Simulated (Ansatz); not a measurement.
# ClH7N2Si2: one species, many methods

Aim: compute ClH7N2Si2 with functionals from several rungs and with coupled cluster. The yardstick is the atomisation energy at the CCSD(T) limit.

Computed with Ansatz 0.2.0, Gaussian basis. Level: functionals in def2-TZVPP, the program's frozen cores in correlated methods.

Plan: LDA (SPW92), PBE-D4, revPBE-D4, BLYP-D4, r2SCAN-D4, B97M-V, PBE0-D4, B3LYP-D4, r2SCANh-D4, r2SCAN0-D4, HSE06-D4, BHLYP-D4, CAM-B3LYP-D4, LC-ωPBE, ωB97X-V, ωB97M-V, B2PLYP, PBE-QIDH; CCSD(T)/def2-SVP; CCSD(T)/def2-TZVPP; MP2/def2-QZVPP; extrapolation to the limit; RPA on PBE.

### Step 1. The geometry

All runs share one geometry, relaxed beforehand with PBE0-D4 in a triple-zeta def2 set.

SMILES `N[Si](N)([SiH3])Cl`, 12 atoms, charge 0, spin multiplicity 1.

Atoms are counted from 1 here; the program's logs count them from 0.

Bond lengths: N1–Si2 1.701 Å, N1–H6 1.009 Å, N1–H7 1.007 Å, Si2–N3 1.706 Å, Si2–Si4 2.342 Å, Si2–Cl5 2.084 Å, N3–H8 1.006 Å, N3–H9 1.007 Å, Si4–H10 1.490 Å, Si4–H11 1.490 Å, Si4–H12 1.487 Å. Angles: Si2–N1–H6 119.8°, Si2–N1–H7 120.8°, H6–N1–H7 111.8°, N1–Si2–N3 106.6°, N1–Si2–Si4 107.9°, N1–Si2–Cl5 115.9°, N3–Si2–Si4 118.7°, N3–Si2–Cl5 103.2°, Si4–Si2–Cl5 104.8°, Si2–N3–H8 120.5°, Si2–N3–H9 120.3°, H8–N3–H9 112.4°, Si2–Si4–H10 110.7°, Si2–Si4–H11 111.0°, Si2–Si4–H12 109.8°, H10–Si4–H11 108.1°, H10–Si4–H12 108.5°, H11–Si4–H12 108.7°.

### Step 2. LDA

This LDA is Slater exchange with PW92 correlation.

in.yaml reads:

```yaml
crystal:
  periodic: [false, false, false]
  atoms:
    - {symbol: N, position_ang: [-0.822290, 1.569615, -0.292038]}
    - {symbol: Si, position_ang: [-0.423924, 0.041215, 0.339608]}
    - {symbol: N, position_ang: [0.282954, 0.313843, 1.868657]}
    - {symbol: Si, position_ang: [0.812820, -1.108014, -1.283193]}
    - {symbol: Cl, position_ang: [-2.030380, -1.212890, 0.773139]}
    - {symbol: H, position_ang: [-1.302242, 2.241893, 0.287115]}
    - {symbol: H, position_ang: [-1.054146, 1.681305, -1.265598]}
    - {symbol: H, position_ang: [0.259247, -0.401111, 2.576223]}
    - {symbol: H, position_ang: [1.085699, 0.915649, 1.956829]}
    - {symbol: H, position_ang: [2.130913, -0.449927, -1.506250]}
    - {symbol: H, position_ang: [0.085660, -1.140462, -2.583401]}
    - {symbol: H, position_ang: [1.052587, -2.506418, -0.837191]}
basis:
  gaussian: {orbitals: def2-TZVPP}
hamiltonian: {xc: lda}
output: {orbitals: {seedname: orbitals}}
```

The run is started by

```bash
> ansatz run in.yaml --threads 4 --pin off --events-out ev --progress --plain --max-ram 10444MiB
```

Further steps of the session: PBE-D4 (GGA); revPBE-D4 (GGA); BLYP-D4 (GGA); r2SCAN-D4 (meta-GGA); B97M-V (meta-GGA); PBE0-D4 (hybrid); B3LYP-D4 (hybrid); r2SCANh-D4 (hybrid); r2SCAN0-D4 (hybrid); HSE06-D4 (hybrid); BHLYP-D4 (hybrid); CAM-B3LYP-D4 (range-separated); LC-ωPBE (range-separated); ωB97X-V (range-separated); ωB97M-V (range-separated); B2PLYP (double hybrid); PBE-QIDH (double hybrid); CCSD(T) in def2-SVP; CCSD(T) in def2-TZVPP; MP2 in def2-QZVPP; RPA on PBE orbitals.

Q: Predict the results of all the runs planned. Wanted: atomisation energy, CCSD(T)/CBS; farthest beyond LDA; mean size of error, GGA; mean size of error, meta-GGA; mean size of error, hybrid; mean size of error, range-separated; mean size of error, double hybrid; gap, smallest and largest; T1 diagnostic.

As calculated:

```
                               quantity                                             value
        atomisation energy, CCSD(T)/CBS                                         41.189 eV
    functionals within 0.206 eV (0.5 %)  BLYP-D4, B97M-V, B3LYP-D4, CAM-B3LYP-D4, ωB97M-V
                    farthest beyond LDA                              BHLYP-D4 (-0.995 eV)
                mean size of error, GGA                                          0.352 eV
           mean size of error, meta-GGA                                          0.159 eV
             mean size of error, hybrid                                          0.480 eV
    mean size of error, range-separated                                          0.255 eV
      mean size of error, double hybrid                                          0.675 eV
              gap, smallest and largest         5.43 eV (LDA (SPW92)), 12.38 eV (LC-ωPBE)
                          T1 diagnostic                                            0.0110
triples share of the correlation energy                                             3.8 %
```

**Reading.** LDA overbinds by 5.265 eV (13 %). PBE-D4 misses by +0.238 eV. Double hybrids carry the basis error of their MP2 part in triple zeta, and no dispersion term here, so their miss is partly the set-up's. By mean error the best rung here is meta-GGA (0.159 eV) and the worst beyond LDA is double hybrid (0.675 eV). The gap between the best rungs is small, so their order is not settled. Misses under about 0.206 eV are within the doubt on the reference itself, which lacks core-valence correlation, relativity and higher excitations. Hartree-Fock recovers 71 % of the binding; the rest is correlation. CCSD(T) in def2-SVP is off by -3.765 eV, which most functionals beat. Orbital gaps span 5.4 to 12.4 eV; exact exchange widens them.
